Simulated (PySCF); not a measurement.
# C6H8O3: magnetic properties

Aim: compute the magnetic properties of C6H8O3 (`C=C[C@@H](C=O)C(=O)OC`).

Programs: PySCF 2.14.0, with routines of our own; each step states its level. All values are computed. Atoms count from 0.

## 1. The system as given

17 atoms, charge 0, multiplicity 1; geometry from: GFN2-xTB.

## 2. Magnetic properties: GIAO CAM-B3LYP/pcSseg-1

Job settings and geometry (Å):

```
{"job": {"kind": "mag", "xc": "CAM-B3LYP", "basis": "pcSseg-1", "isotopologues": 0}, "charge": 0, "multiplicity": 1}
C     -2.442208    -0.614584     1.135097
C     -1.639985     0.325942     0.676314
C     -0.639309     0.102587    -0.424800
C     -1.114632     0.873270    -1.640465
O     -1.404712     0.376160    -2.686962
C      0.705848     0.685896    -0.013481
O      0.872583     1.821387     0.339885
O      1.665726    -0.227747    -0.120982
C      2.986828     0.183196     0.217510
H     -3.146578    -0.416605     1.923988
H     -2.430708    -1.617386     0.741826
H     -1.656419     1.331903     1.071658
H     -0.532092    -0.956227    -0.669026
H     -1.178165     1.960881    -1.460178
H      3.129040     0.118941     1.297833
H      3.154542     1.211971    -0.105500
H      3.663243    -0.498092    -0.292627
```

Level: GIAO CAM-B3LYP/pcSseg-1 magnetisability, rotational g tensor and spin-rotation constants, non-relativistic, gas phase.

The run is started by

```console
$ OMP_NUM_THREADS=1 python excited_run.py task.json out
```

This one command runs all jobs of the session in turn.

Standard output:

```text
coarse grid: 14736 points
cycle   1  E = -458.4521281924  dE =  1.755e+00  |g| = 1.237e+00  |ddm| = 3.629e+00
cycle   2  E = -457.9731766504  dE =  4.790e-01  |g| = 2.090e+00  |ddm| = 2.246e+00
cycle   3  E = -458.7389508553  dE = -7.658e-01  |g| = 1.807e-01  |ddm| = 1.561e+00
cycle   4  E = -458.7435500156  dE = -4.599e-03  |g| = 1.013e-01  |ddm| = 1.556e-01
cycle   5  E = -458.7452403155  dE = -1.690e-03  |g| = 1.891e-02  |ddm| = 6.515e-02
cycle   6  E = -458.7453133553  dE = -7.304e-05  |g| = 7.874e-03  |ddm| = 2.076e-02
cycle   7  E = -458.7453254540  dE = -1.210e-05  |g| = 3.479e-03  |ddm| = 7.366e-03
cycle   8  E = -458.7453279280  dE = -2.474e-06  |g| = 1.087e-03  |ddm| = 3.982e-03
final grid: 143848 points
cycle   9  E = -458.8506748606  dE = -3.509e-05  |g| = 5.080e-03  |ddm| = 1.657e-02
cycle  10  E = -458.8506729911  dE =  1.869e-06  |g| = 6.255e-03  |ddm| = 7.109e-03
cycle  11  E = -458.8506801398  dE = -7.149e-06  |g| = 1.083e-03  |ddm| = 4.121e-03
cycle  12  E = -458.8506803431  dE = -2.033e-07  |g| = 2.359e-04  |ddm| = 7.258e-04
cycle  13  E = -458.8506803514  dE = -8.342e-09  |g| = 1.163e-04  |ddm| = 2.300e-04
cycle  14  E = -458.8506803540  dE = -2.527e-09  |g| = 1.984e-05  |ddm| = 8.100e-05
cycle  15  E = -458.8506803541  dE = -9.493e-11  |g| = 7.179e-06  |ddm| = 2.465e-05
converged SCF energy = -458.8506803541

Magnetisability tensor (1e-30 J/T^2)
    -1195.19      -17.33       -3.76
      -17.33     -854.91      142.59
       -3.76      142.59    -1064.14
isotropic -1038.08   principal values   -1196.24  -1136.04   -781.97
isotropic susceptibility -62.515 1e-6 cm^3/mol

Inertial axes            a          b          c
rot. const./GHz      2.1947     1.1240     0.9071
chi total           -71.586    -67.146    -48.812
chi diamagnetic    -643.272  -1172.668  -1415.010
chi paramagnetic    571.685   1105.522   1366.198
quadrupole/D A        8.949     -5.337     -3.612
g nuclear            0.5605     0.5711     0.5637
g electronic        -0.5895    -0.5838    -0.5822
g total             -0.0289    -0.0127    -0.0185

Spin-rotation constants (kHz, H = +C I.J)
atom  isotope        aa         bb         cc
  9     1H       -0.141      0.015     -0.070
 10     1H       -0.234     -0.115      0.072
 11     1H       -0.241     -0.099      0.077
 12     1H       -0.256     -0.130      0.063
 13     1H       -0.185     -0.090      0.096
 14     1H       -0.196      0.034     -0.096
 15     1H       -0.185     -0.077      0.006
 16     1H       -0.157     -0.090     -0.011
  0    13C*       0.474      0.344      0.374
  1    13C*       0.500      0.373      0.398
  2    13C*       0.499      0.261      0.208
  3    13C*       0.673      0.486      0.480
  4    17O*      -0.635     -0.870     -0.722
  5    13C*       1.180      0.301      0.327
  6    17O*      -1.113     -0.063     -0.584
  7    17O*      -0.592     -0.145     -0.200
  8    13C*       0.320      0.234      0.213
* in the singly substituted isotopologue
```

It took 53 s on 1 thread of Arm Neoverse V2, shared host; peak memory 0.97 GiB.

From this job:

```
              quantity                      value
       magnetisability           -1038·10⁻³⁰ J/T²
  molar susceptibility         -62.5·10⁻⁶ cm³/mol
rotational g (a, b, c)  -0.0289, -0.0127, -0.0185
```

## 3. Magnetic properties: GIAO wB97X-D/def2-SVP, grid 1

Settings changed since step 2:

```diff
@@ -1,2 +1,2 @@
-{"job": {"kind": "mag", "xc": "CAM-B3LYP", "basis": "pcSseg-1", "isotopologues": 0}, "charge": 0, "multiplicity": 1}
+{"job": {"kind": "mag", "xc": "wB97X-D", "basis": "def2-SVP", "grid": 1}, "charge": 0, "multiplicity": 1}
 C     -2.442208    -0.614584     1.135097
```

Level: GIAO wB97X-D/def2-SVP magnetisability, rotational g tensor and spin-rotation constants, non-relativistic, gas phase.

Standard output:

```text
final grid: 66400 points
cycle   1  E = -458.2901881059  dE =  1.750e+00  |g| = 1.220e+00  |ddm| = 4.331e+00
cycle   2  E = -457.9357987948  dE =  3.544e-01  |g| = 1.901e+00  |ddm| = 2.842e+00
cycle   3  E = -458.5926814676  dE = -6.569e-01  |g| = 1.472e-01  |ddm| = 1.815e+00
cycle   4  E = -458.5959933782  dE = -3.312e-03  |g| = 8.366e-02  |ddm| = 1.665e-01
cycle   5  E = -458.5972882259  dE = -1.295e-03  |g| = 1.589e-02  |ddm| = 7.543e-02
cycle   6  E = -458.5973511916  dE = -6.297e-05  |g| = 6.960e-03  |ddm| = 2.531e-02
cycle   7  E = -458.5973633443  dE = -1.215e-05  |g| = 3.019e-03  |ddm| = 1.116e-02
cycle   8  E = -458.5973656651  dE = -2.321e-06  |g| = 1.017e-03  |ddm| = 5.818e-03
cycle   9  E = -458.5973660017  dE = -3.366e-07  |g| = 2.377e-04  |ddm| = 1.948e-03
cycle  10  E = -458.5973660229  dE = -2.125e-08  |g| = 1.129e-04  |ddm| = 5.881e-04
cycle  11  E = -458.5973660270  dE = -4.015e-09  |g| = 2.955e-05  |ddm| = 1.786e-04
cycle  12  E = -458.5973660273  dE = -3.107e-10  |g| = 9.268e-06  |ddm| = 6.589e-05
converged SCF energy = -458.5973660273

Magnetisability tensor (1e-30 J/T^2)
    -1181.90      -14.85       -3.54
      -14.85     -840.85      149.43
       -3.54      149.43    -1050.69
isotropic -1024.48   principal values   -1182.67  -1128.11   -762.66
isotropic susceptibility -61.696 1e-6 cm^3/mol

Inertial axes            a          b          c
rot. const./GHz      2.1947     1.1240     0.9071
chi total           -70.746    -66.491    -47.850
chi diamagnetic    -640.852  -1170.667  -1412.914
chi paramagnetic    570.107   1104.176   1365.064
quadrupole/D A        8.529     -5.045     -3.483
g nuclear            0.5605     0.5711     0.5637
g electronic        -0.5878    -0.5831    -0.5817
g total             -0.0273    -0.0120    -0.0180

Spin-rotation constants (kHz, H = +C I.J)
atom  isotope        aa         bb         cc
  9     1H       -0.145      0.014     -0.072
 10     1H       -0.239     -0.117      0.073
 11     1H       -0.245     -0.100      0.077
 12     1H       -0.257     -0.131      0.063
 13     1H       -0.190     -0.091      0.096
 14     1H       -0.201      0.033     -0.097
 15     1H       -0.192     -0.078      0.006
 16     1H       -0.160     -0.092     -0.012
  0    13C*       0.417      0.305      0.335
  1    13C*       0.440      0.333      0.353
  2    13C*       0.435      0.232      0.189
  3    13C*       0.604      0.447      0.437
  4    17O*      -0.551     -0.799     -0.671
  5    13C*       1.058      0.267      0.297
  6    17O*      -1.016     -0.042     -0.542
  7    17O*      -0.535     -0.124     -0.185
  8    13C*       0.280      0.203      0.186
* in the singly substituted isotopologue
```

Wall time 29 s (1 thread of Arm Neoverse V2, shared host); peak memory 0.96 GiB.

Key values:

```
              quantity                      value
       magnetisability           -1024·10⁻³⁰ J/T²
  molar susceptibility         -61.7·10⁻⁶ cm³/mol
rotational g (a, b, c)  -0.0273, -0.0120, -0.0180
```

## 4. Magnetic properties side by side

```
                        level  ξ (10⁻³⁰ J/T²)     g(a)     g(b)  gap (eV)  functions  time
      GIAO CAM-B3LYP/pcSseg-1           -1038  -0.0289  -0.0127      8.85        193  53 s
GIAO wB97X-D/def2-SVP, grid 1           -1024  -0.0273  -0.0120      9.99        166  29 s
```

## 5. What came out

```
                                                quantity                      value
       magnetisability (step 2, GIAO CAM-B3LYP/pcSseg-1)           -1038·10⁻³⁰ J/T²
  molar susceptibility (step 2, GIAO CAM-B3LYP/pcSseg-1)         -62.5·10⁻⁶ cm³/mol
rotational g (a, b, c) (step 2, GIAO CAM-B3LYP/pcSseg-1)  -0.0289, -0.0127, -0.0185
                         magnetisability over the levels  -1038 to -1024·10⁻³⁰ J/T²
```

The magnetisability spreads by 1.3 % over 2 levels, from GIAO CAM-B3LYP/pcSseg-1 (53 s) to GIAO wB97X-D/def2-SVP, grid 1 (29 s); the runs took 29 s to 53 s. Two levels can agree by chance, so this spread shows no convergence. Vibrational averaging and real surroundings are missing from these values.
